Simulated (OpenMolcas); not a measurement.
**V²⁺ among point charges: CASSCF and CASPT2 levels and susceptibility**

How does a field of 6 point charges split the states of V²⁺, and what χT follows?

Program: OpenMolcas 26.06. Level of theory: state-averaged CASSCF and CASPT2, spin-orbit coupling by RASSI with atomic mean-field integrals. These are calculated values, not measurements, unless marked.

### 1 Starting point

```
Species                           : V²⁺ (vanadium, Z = 23, 21 electrons)
Basis                             : ANO-RCC-VDZP [5s4p2d1f], 34 functions
Scalar Hamiltonian                : DKH2, point nucleus
Inactive shells                   : 1s 2s 2p 3s 3p
Active space                      : 3 electrons in 5 orbitals (3d)
Some configurations of this space : 3d3
Orbitals                          : optimised for each spin and parity, averaged over all roots
```

The outer shells:

3d3
```
3d [↑ ][↑ ][↑ ][  ][  ]
```

The ion sits among 6 point charges of -0.98 e arranged as an octahedron (Oh), 1.68 Å from the ion.

The work runs as a chain of OpenMolcas steps in one folder; each step below is one input file. Labels, J, g values, rates, χT and fits are worked out afterwards by a script from the matrices that RASSI stores. The input lists half of the charges; inversion (Group=XYZ) makes the rest.

### 2 GATEWAY and SEWARD: basis and integrals

a.inp reads:

```
&GATEWAY
Coord
1

V 0.0 0.0 0.0
Basis=ANO-RCC-VDZP
Group=XYZ
NoMove
AngMom=0.0 0.0 0.0
AMFI
XField
3 Angstrom 0
1.680000 0.000000 0.000000 -0.980000
0.000000 1.680000 0.000000 -0.980000
0.000000 0.000000 1.680000 -0.980000
&SEWARD
```

Started as:

```bash
$ OMP_NUM_THREADS=1 MOLCAS_MEM=1689 MOLCAS_PROJECT=a pymolcas a.inp > a.log
```

### 3 CASSCF: quartets of even parity, 10 roots

a.inp reads:

```
&RASSCF
FileOrb=start.orb
Symmetry=1
Spin=4
nActEl=3 0 0
Inactive=3 6
Ras2=5 0
CIRoot=10 10 1
SDav=10
CIMx=300
Iter=120 100
PrWF=0.3
OrbListing=Nothing
MaxOrb=0
>>> COPY $Project.JobIph JOB001
```

start.orb holds the contracted functions of the basis, ordered by shell, or the orbitals of the step before.

### 4 CASSCF: doublets of even parity, 40 roots

a.inp reads:

```
&RASSCF
FileOrb=start.orb
Symmetry=1
Spin=2
nActEl=3 0 0
Inactive=3 6
Ras2=5 0
CIRoot=40 40 1
SDav=40
CIMx=300
Iter=120 100
PrWF=0.3
OrbListing=Nothing
MaxOrb=0
>>> COPY $Project.JobIph JOB002
```

### 5 State interaction with spin-orbit coupling

a.inp reads:

```
&RASSI
NrOfJobIphs=2 10 40
1 2 3 4 5 6 7 8 9 10
1 2 3 4 5 6 7 8 9 10 11 12 13 14 15 16 17 18 19 20 21 22 23 24 25 26 27
28 29 30 31 32 33 34 35 36 37 38 39 40
IphNames
JOB001
JOB002
EJob
SpinOrbit
DIPRint=1.0
SOCoupling=1000.0
Subsets=2
Property=9
'ANGMOM' 1 'ANGMOM' 2 'ANGMOM' 3 'MLTPL  1' 1 'MLTPL  1' 2 'MLTPL  1' 3
'AMFI' 1 'AMFI' 2 'AMFI' 3
SOProperty=3
'ANGMOM' 1 'ANGMOM' 2 'ANGMOM' 3
```

### 6 CASPT2: IPEA 0.25, imaginary shift 0.1 (closed shells correlated: 3s 3p)

a.inp reads:

```
>>> COPY JOB001 $Project.JobIph
&CASPT2
Multistate=10 1 2 3 4 5 6 7 8 9 10
NoMult
Frozen=2 3
IPEA=0.25
Imaginary=0.1
MaxIter=60
WThr=0.0 0.3 0.05
PrWF=0.5
NoMix
>>> COPY JOB002 $Project.JobIph
&CASPT2
Multistate=40 1 2 3 4 5 6 7 8 9 10 11 12 13 14 15 16 17 18 19 20 21 22
23 24 25 26 27 28 29 30 31 32 33 34 35 36 37 38 39 40
NoMult
Frozen=2 3
IPEA=0.25
Imaginary=0.1
MaxIter=60
WThr=0.0 0.3 0.05
PrWF=0.5
NoMix
```

(Steps that only read results are left out.)

**Question.** What will these runs give? Wanted: spin-free ground state; first state of the same spin within the active space; lowest level; next level.

As calculated:

```
                                            quantity                                                                        value
                                              method  SS-CASPT2, IPEA 0.25, imaginary shift 0.1 (closed shells correlated: 3s 3p)
                              spin-free ground state                                              4A2, 1-fold in its orbital part
first state of the same spin within the active space                                                             4T2 at 9910 cm⁻¹
                                        lowest level                                                                    4-fold Γ8
                                          next level                                                                  9852.4 cm⁻¹
                                         χT at 300 K                                                               1.85 cm³ K/mol
                           effective moment at 300 K                                                                      3.85 μB
```

Cost by method:

| method | time of its own steps | time with the reference |
| --- | --- | --- |
| A. CASSCF | 11 s | 11 s |
| B. SS-CASPT2, IPEA 0.25, imaginary shift 0.1, +3s 3p | 5 s | 16 s |

Times are of one thread on a shared host.

**Reading.** The spin-free ground state (4A2) comes to 100 % from free-ion F terms and keeps the highest spin of the shell. χT at 300 K is 1.85, against 1.88 cm³ K/mol for the spin alone; near agreement at one temperature doesn't show that the orbital moment is quenched. CASPT2 does not keep the components of a term degenerate, and the means are used. The field of point charges can differ much from that of real complexes. This is an electrostatic model: the charges have no orbitals.
